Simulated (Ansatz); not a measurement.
# I (hcp type): a single-point run

Aim: a sound single-point run of I (hcp type). The structure is shown as the input types it.

Computed with Ansatz 0.2.0 (DFT, LDA, norm-conserving pseudopotentials, Ansatz's default files, scalar-relativistic, unless a step's input says otherwise).

**1. The starting structure**

It takes space group P6_3/mmc (No. 194, hexagonal). The conventional cell has a = 3.806 Å, b = 3.806 Å, c = 4.893 Å, α = 90.00°, β = 90.00°, γ = 120.00°. Around I (site symmetry -6m2) lie 6 I at 3.29 Å.

As a file:

```cif
data_structure
_symmetry_space_group_name_H-M 'P 1'
_symmetry_Int_Tables_number 1
_cell_length_a 3.8060
_cell_length_b 3.8060
_cell_length_c 4.8934
_cell_angle_alpha 90.000
_cell_angle_beta 90.000
_cell_angle_gamma 120.000
_cell_volume 61.39
loop_
_atom_site_label
_atom_site_type_symbol
_atom_site_fract_x
_atom_site_fract_y
_atom_site_fract_z
_atom_site_occupancy
I1 I 0.33333 0.66667 0.25000 1
I2 I 0.66667 0.33333 0.75000 1
```

**2. The run**

input.yaml reads:

```yaml
crystal:
  lattice:
    - [3.8059600065, 0.0, 0.0]
    - [-1.9029800032, 3.2960580515, 0.0]
    - [0.0, 0.0, 4.8934290635]
  atoms:
    - { symbol: I, position: [0.3333333333, 0.6666666667, 0.25] }
    - { symbol: I, position: [0.6666666667, 0.3333333333, 0.75] }
kpoints:
  mp_grid: { grid: [12, 12, 7] }
scf:
  occupations: { method: fermi_dirac, width: 0.08 }
  mixing: { algorithm: anderson, beta: 1.0, ndim: 1, preconditioner: none }
  max_iter: 60
hamiltonian:
  xc: lda
  pseudopotentials: { kind: nc }
output:
  forces: true
  stress: true
  eigenvalues: true
```

Command:

```bash
$ ansatz run input.yaml --threads 1 --pin off --max-ram 2048MiB --backend cpu --events-out ev --progress --plain --runs-dir out
```

Q: Will this input give a usable result? If not, why, and what should change?

The program finished normally. Convergence says nothing about whether the input makes sense.

The suspect setting: scf.mixing.algorithm is anderson; scf.mixing.beta is 1.0; scf.mixing.ndim is 1; scf.mixing.preconditioner is none. The risk: mixing too aggressive. Here it converged all the same; such a setting changes the road, not the converged state. Several mixing settings were changed at once, so this run can't tell how much each is to blame.

To check: delete scf.mixing.algorithm, scf.mixing.beta, scf.mixing.ndim and scf.mixing.preconditioner (the default then holds).
